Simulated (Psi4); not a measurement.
# C2H5AlN2 (SMILES C#[C][Al]([NH2])[NH2]): a chain of runs, part 2 of 2

Psi4 1.11.

### 5 The doublet anion: the energy at UCAM-B3LYP/def2-SVPD (density fitting) (run 4)

Input file c2h5aln2.xyz:

```xyz
10
C2H5AlN2
C     -2.379621     1.226930     0.877553
C     -1.352750     0.697091     0.500323
Al     0.260666    -0.135351    -0.092370
N      0.257608    -1.867726    -0.471053
N      1.733760     0.838557    -0.253716
H     -3.286977     1.695091     1.210872
H      1.049716    -2.408564    -0.790951
H     -0.560448    -2.457598    -0.392183
H      1.777179     1.828093    -0.048002
H      2.638355     0.503972    -0.557088
```

Input file run.py:

```python
import psi4

psi4.set_memory('1600 MB')
psi4.set_num_threads(1)
psi4.set_output_file('psi4.out', False)

with open('c2h5aln2.xyz') as f:
    atoms = ''.join(f.readlines()[2:])
geom = psi4.geometry('-1 2\n' + atoms + 'symmetry c1')

options = {'basis': 'def2-SVPD', 'reference': 'uks'}
psi4.set_options(options)

E = psi4.energy("cam-b3lyp", molecule=geom)
print('E =', round(E, 9))
for k, v in sorted(psi4.core.scalar_variables().items()):
    print(f'{k:45s} {v:18.10f}')
```

Launch:

```console
$ python run.py
```

psi4.out:

```text
[...]
  Running in c1 symmetry.
[...]
  Nuclear repulsion =  182.279748803568566
[...]
  Multiplicity = 2
[...]
  Nalpha       = 23
  Nbeta        = 22
[...]
    Number of basis functions: 144
[...]
   @DF-UKS iter   1:  -430.09438096507137   -5.23543e-01   8.30643e-03 ADIIS/DIIS
[...]
   @DF-UKS iter  11:  -430.83890669647457   -2.00234e-07   8.60399e-07 DIIS
[...]
   @S^2 Observed:                7.585291192E-01
[...]
    Orbital Energies [Eh]
    ---------------------
    Alpha Occupied:
       1A    -55.879558     2A    -14.194454     3A    -14.194423
       4A    -10.030596     5A    -10.026232     6A     -3.979254
       7A     -2.537574     8A     -2.534496     9A     -2.533781
      10A     -0.725920    11A     -0.716928    12A     -0.592439
      13A     -0.398263    14A     -0.377978    15A     -0.368495
      16A     -0.341086    17A     -0.273586    18A     -0.231868
      19A     -0.174812    20A     -0.146607    21A     -0.143977
      22A     -0.134818    23A      0.083422
    Alpha Virtual:
      24A      0.144920    25A      0.208062    26A      0.214132
[...]
  @DF-UKS Final Energy:  -430.83890669647457
   => Energetics <=
    Nuclear Repulsion Energy =            182.2797488035685660
    One-Electron Energy =                -962.3664089378205517
    Two-Electron Energy =                 382.7217300874448824
    DFT Exchange-Correlation Energy =     -33.4739766496674136
    Empirical Dispersion Energy =           0.0000000000000000
    VV10 Nonlocal Energy =                  0.0000000000000000
    Total Energy =                       -430.8389066964745666
[...]
 Multipole Moments:
 ------------------------------------------------------------------------------------
     Multipole            Electronic (a.u.)      Nuclear  (a.u.)        Total (a.u.)
 ------------------------------------------------------------------------------------
 L = 1.  Multiply by 2.5417464519 to convert [e a0] to [Debye]
 Dipole X            :         -0.2411542            1.6372533            1.3960991
 Dipole Y            :          0.1244849           -0.8447417           -0.7202567
 Dipole Z            :          0.0878046           -0.6014229           -0.5136184
 Magnitude           :                                                    1.6527753
[...]
```

The script printed:

```text
E = -430.838906696
CURRENT ENERGY                                   -430.8389066965
CURRENT REFERENCE ENERGY                         -430.8389066965
DD SOLVATION ENERGY                                 0.0000000000
DFT FUNCTIONAL TOTAL ENERGY                      -430.8389066965
DFT TOTAL ENERGY                                 -430.8389066965
DFT VV10 ENERGY                                     0.0000000000
DFT XC ENERGY                                     -33.4739766497
GRID ELECTRONS ALPHA                               23.0000323432
GRID ELECTRONS BETA                                22.0000113407
GRID ELECTRONS TOTAL                               45.0000436839
NUCLEAR REPULSION ENERGY                          182.2797488036
ONE-ELECTRON ENERGY                              -962.3664089378
PCM POLARIZATION ENERGY                             0.0000000000
PE ENERGY                                           0.0000000000
SCF ITERATION ENERGY                             -430.8389066965
SCF ITERATIONS                                     11.0000000000
SCF TOTAL ENERGY                                 -430.8389066965
TWO-ELECTRON ENERGY                               382.7217300874
XC GRID RADIAL POINTS                              75.0000000000
XC GRID SPHERICAL POINTS                          302.0000000000
XC GRID TOTAL POINTS                           217370.0000000000
```

Wall time 17 s (1 thread of Intel Xeon 6975P-C (Granite Rapids), shared host); peak memory 1.2 GiB.

### 6 The doublet anion: a geometry optimisation at UCAM-B3LYP/def2-SVPD (density fitting) (run 5)

Input file input.in:

```
memory 1600 MB

molecule m {
  -1 2
  C     -2.379621     1.226930     0.877553
  C     -1.352750     0.697091     0.500323
  Al     0.260666    -0.135351    -0.092370
  N      0.257608    -1.867726    -0.471053
  N      1.733760     0.838557    -0.253716
  H     -3.286977     1.695091     1.210872
  H      1.049716    -2.408564    -0.790951
  H     -0.560448    -2.457598    -0.392183
  H      1.777179     1.828093    -0.048002
  H      2.638355     0.503972    -0.557088
  symmetry c1
}

set {
  basis        def2-SVPD
  reference    uks
  geom_maxiter 50
}

e_tot, wfn = optimize("cam-b3lyp", return_wfn=True)
```

Launch:

```console
$ psi4 -n 1 input.in input.out
```

input.out (excerpt; [...] marks lines left out):

```text
[...]
  Running in c1 symmetry.
[...]
  Nuclear repulsion =  182.279748803568566
[...]
  Multiplicity = 2
[...]
  Nalpha       = 23
  Nbeta        = 22
[...]
    Number of basis functions: 144
[...]
   @DF-UKS iter   1:  -430.09438096507137   -5.23543e-01   8.30643e-03 DIIS/ADIIS
[...]
   @DF-UKS iter  13:  -430.84770133405715   -3.43334e-11   8.27176e-09 DIIS
[...]
   @S^2 Observed:                7.599273520E-01
[...]
  @DF-UKS Final Energy:  -430.84770133405715
   => Energetics <=
    Nuclear Repulsion Energy =            179.6180559139120874
    One-Electron Energy =                -956.9330194046617635
    Two-Electron Energy =                 379.8975859967750921
    DFT Exchange-Correlation Energy =     -33.4303238400825222
    Empirical Dispersion Energy =           0.0000000000000000
    VV10 Nonlocal Energy =                  0.0000000000000000
    Total Energy =                       -430.8477013340571489
[...]
 Multipole Moments:
[...]
  -Total Gradient:
     Atom            X                  Y                   Z
    ------   -----------------  -----------------  -----------------
       1        0.000022089470    -0.000000183266     0.000105136240
       2        0.000074609261    -0.000045942971    -0.000059523183
       3       -0.000017632929     0.000015236418    -0.000063010652
       4        0.000016636027     0.000024353928     0.000026280459
       5       -0.000012722175    -0.000030283747     0.000021509944
       6        0.000001898119    -0.000007133941    -0.000058408941
       7        0.000017538194    -0.000027527903    -0.000010176829
       8        0.000033959044    -0.000020416789    -0.000014472010
       9        0.000036286180    -0.000015758743    -0.000014357189
      10        0.000033526773     0.000001189005    -0.000007236936
[...]
    Final optimized geometry and variables:
[...]
```

The script printed:

```text
Interior angle of 180.0 for bend B([5, 0, 2]) can't work in good torsion
Interior angle of 180.0 for bend B([5, 0, 2]) can't work in good torsion
Optimizer: Optimization complete!
```

Run time: 4.1 min. Hardware: 1 thread of Intel Xeon 6975P-C (Granite Rapids), shared host; peak memory 1.3 GiB.

Step by step:

| step | energy from the first frame kept (eV) | largest force (eV/Å) |
| --- | --- | --- |
| 0 | 0.0000 | 3.8071 |
| 1 | -0.1931 | 1.0900 |
| 2 | -0.2267 | 0.1958 |
| 3 | -0.2352 | 0.1346 |
| 4 | -0.2377 | 0.0879 |
| 5 | -0.2379 | 0.2465 |
| 6 | -0.2371 | 0.2914 |
| 7 | -0.2393 | 0.0390 |
| 8 | -0.2393 | 0.0055 |

After the run. Bond lengths: C1–C2 1.255 Å, C2–Al3 1.863 Å, Al3–N4 1.836 Å, Al3–N5 1.836 Å, C1–H6 1.071 Å, N4–H7 1.010 Å, N4–H8 1.010 Å, N5–H9 1.010 Å, N5–H10 1.010 Å. Some angles: C1–C2–Al3 180.0°, C2–Al3–N4 125.7°, C2–Al3–N5 125.7°, N4–Al3–N5 108.6°, C2–C1–H6 179.9°, Al3–N4–H7 124.8°, Al3–N4–H8 124.8°, Al3–N5–H9 124.8°, Al3–N5–H10 124.8°, H7–N4–H8 110.4°.

### 7 Outcome

The summary covers parts 1 to 2.

```
                                                               quantity          value
                    run 1, CAM-B3LYP/def2-SVPD: total energy at the end  -430.89528 Eh
                              run 1, CAM-B3LYP/def2-SVPD: dipole moment         0.73 D
                                run 1, CAM-B3LYP/def2-SVPD: HOMO energy       -8.52 eV
                                run 1, CAM-B3LYP/def2-SVPD: LUMO energy        0.43 eV
                              run 1, CAM-B3LYP/def2-SVPD: HOMO–LUMO gap        8.94 eV
                                    doublet cation, run 2: total energy  -430.55043 Eh
              doublet cation, run 2: HOMO energy (highest over α and β)      -13.39 eV
               doublet cation, run 2: LUMO energy (lowest over α and β)      -10.29 eV
                                            doublet cation, run 2: ⟨S²⟩          0.778
                         doublet cation, run 3: total energy at the end  -430.55897 Eh
              doublet cation, run 3: HOMO energy (highest over α and β)      -13.64 eV
               doublet cation, run 3: LUMO energy (lowest over α and β)       -9.76 eV
                                            doublet cation, run 3: ⟨S²⟩          0.778
                                     doublet anion, run 4: total energy  -430.83891 Eh
               doublet anion, run 4: HOMO energy (highest over α and β)        2.27 eV
                doublet anion, run 4: LUMO energy (lowest over α and β)        3.94 eV
                                             doublet anion, run 4: ⟨S²⟩          0.759
                          doublet anion, run 5: total energy at the end  -430.84770 Eh
               doublet anion, run 5: HOMO energy (highest over α and β)        1.79 eV
                doublet anion, run 5: LUMO energy (lowest over α and β)        4.00 eV
                                             doublet anion, run 5: ⟨S²⟩          0.760
 adiabatic electron affinity (to the doublet anion, no zero-point term)      -1.295 eV
adiabatic ionisation energy (to the doublet cation, no zero-point term)       9.151 eV
```

In words: The adiabatic electron affinity (to the doublet anion, no zero-point term) is −1.29 eV (−30 kcal/mol). A negative value puts this state of the anion above the relaxed parent: the electron is not bound at this level, and such a value depends on the basis. The adiabatic ionisation energy (to the doublet cation, no zero-point term) is 9.15 eV (211 kcal/mol). The optimisation (run 1, CAM-B3LYP/def2-SVPD) took 5 steps and changed the energy by -0.009 eV. The optimisation (doublet cation, run 3) took 8 steps and changed the energy by -0.232 eV. The HOMO (doublet anion, run 4) lies at positive energy, 2.27 eV; only total energies tell whether the electron is bound.
